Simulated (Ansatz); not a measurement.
**GeRh (Pnma): equation of state with a fit**

Where is the equilibrium volume of GeRh (Pnma), and how stiff is it? Wanted for GeRh (Pnma): an equation of state with a fit.

All numbers are computed with the Python package of Ansatz 0.2.0. Level of theory: DFT PBEsol, plane waves, PAW.

## (1) The system

It takes space group Pnma (No. 62, orthorhombic). Conventional cell: a = 5.700 Å, b = 3.250 Å, c = 6.480 Å, α = 90.00°, β = 90.00°, γ = 90.00°. Around Ge (site symmetry m) lie 6 Rh at 2.49 to 2.57 Å and 2 Ge at 2.84 Å. Rh (site symmetry m) has 6 Ge at 2.49 to 2.57 Å in its first shell of neighbours.

No structure file is read: the coordinates are typed or built in the script.

## (2) The code

File eos_gerh.py:

```python
"""Energy against volume for GeRh, with a fit."""

import warnings

import ansatz as az
import numpy as np

VECTORS = np.array([
    [5.7, 0.0, 0.0],
    [0.0, 3.25, 0.0],
    [0.0, 0.0, 6.48],
])
SITES = [
    ("Ge", [0.809, 0.75, 0.564]),
    ("Ge", [0.191, 0.25, 0.436]),
    ("Ge", [0.691, 0.25, 0.064]),
    ("Ge", [0.309, 0.75, 0.936]),
    ("Rh", [0.993, 0.75, 0.202]),
    ("Rh", [0.007, 0.25, 0.798]),
    ("Rh", [0.507, 0.25, 0.702]),
    ("Rh", [0.493, 0.75, 0.298]),
]


def make_crystal(cell):
    crystal = az.Crystal(lattice=az.Lattice.of(cell))
    for symbol, position in SITES:
        crystal = crystal.atom(symbol, position)
    return crystal


def main() -> None:
    warnings.simplefilter("ignore", az.DeckWarning)

    # uniform scaling of the cell
    volumes, energies, pressures = [], [], []
    for scale in np.linspace(0.94, 1.06, 7):
        cell = VECTORS * scale ** (1 / 3)
        job = (
            make_crystal(cell).calculation()
            .functional(az.Functional.PBESOL)
            .pseudopotentials("paw")
            .basis(41 * az.Ry)
            .occupations(az.OccupationsMethod.COLD, width=0.05)
            .kpoints(5, 8, 4)
            .stress()
        )
        rep = job.run(threads=1).report
        volumes.append(abs(np.linalg.det(cell)) / len(SITES))
        energies.append(rep["free_energy_ev"] / len(SITES))
        pressures.append(np.trace(rep["stress_gpa"]) / 3)
        print(f"V = {volumes[-1]:8.4f} A^3/atom  F = {energies[-1]:.5f} eV/atom  P = {pressures[-1]:8.3f} GPa")

    # third-order Birch-Murnaghan: a cubic in V^(-2/3)
    x = np.array(volumes) ** (-2 / 3)
    poly = np.polynomial.Polynomial.fit(x, energies, 3).convert()
    roots = poly.deriv().roots()
    x0 = min((r.real for r in roots if abs(r.imag) < 1e-9 and poly.deriv(2)(r.real) > 0), key=lambda r: abs(r - x.mean()))
    v0 = x0 ** -1.5
    b0 = 4 / 9 * poly.deriv(2)(x0) * v0 ** (-7 / 3) * 160.21766
    b1 = 4 + 2 / 3 * x0 * poly.deriv(3)(x0) / poly.deriv(2)(x0)
    print(f"V0 = {v0:.4f} A^3/atom, B0 = {b0:.1f} GPa, dB/dP = {b1:.2f}")


if __name__ == "__main__":
    main()
```

## (3) The calls as engine input

The engine receives this input (first run):

```yaml
crystal:
  lattice:
    - [5.583640819678701, 0.0, 0.0]
    - [0.0, 3.183654853325575, 0.0]
    - [0.0, 0.0, 6.347717984476839]
  atoms:
    - { symbol: Ge, position: [0.809, 0.75, 0.564] }
    - { symbol: Ge, position: [0.191, 0.25, 0.436] }
    - { symbol: Ge, position: [0.691, 0.25, 0.064] }
    - { symbol: Ge, position: [0.309, 0.75, 0.936] }
    - { symbol: Rh, position: [0.993, 0.75, 0.202] }
    - { symbol: Rh, position: [0.007, 0.25, 0.798] }
    - { symbol: Rh, position: [0.507, 0.25, 0.702] }
    - { symbol: Rh, position: [0.493, 0.75, 0.298] }
basis:
  ecutwfc: 557.833418042754
kpoints:
  mp_grid:
    grid: [5, 8, 4]
hamiltonian:
  xc: pbesol
  pseudopotentials:
    kind: paw
scf:
  occupations:
    method: cold
    width: 0.05
output:
  stress: true
```

## (4) Launch

Run with:

```console
> python eos_gerh.py
```

**Question.** Where does the minimum lie against the volume typed, and how stiff is the crystal?

**Answer**, as computed:

```
                      quantity           value
                 runs compared               7
               range of energy  43.26 meV/atom
lowest point, volume (Å³/atom)          14.705
      equilibrium volume (fit)   14.81 Å³/atom
            bulk modulus (fit)         198 GPa
```

What this shows: A third-order Birch-Murnaghan fit through the 7 points has its minimum at 14.81 Å³ an atom, 1.3 % below the typed cell, with a bulk modulus of 198 GPa and dB/dP = 5.0. From that minimum the energy rises by 22.7 meV an atom on the compressed side and 43.7 meV on the expanded side. What to keep in mind:
- Shape and fractional positions are held along the curve, so the bulk modulus is an upper value where they are free to relax.
- The mesh is modest for a metal, so energies can be off by several to tens of meV an atom and pressures by half a GPa or more; differences at equal mesh fare better.
- Pressure is positive in compression.
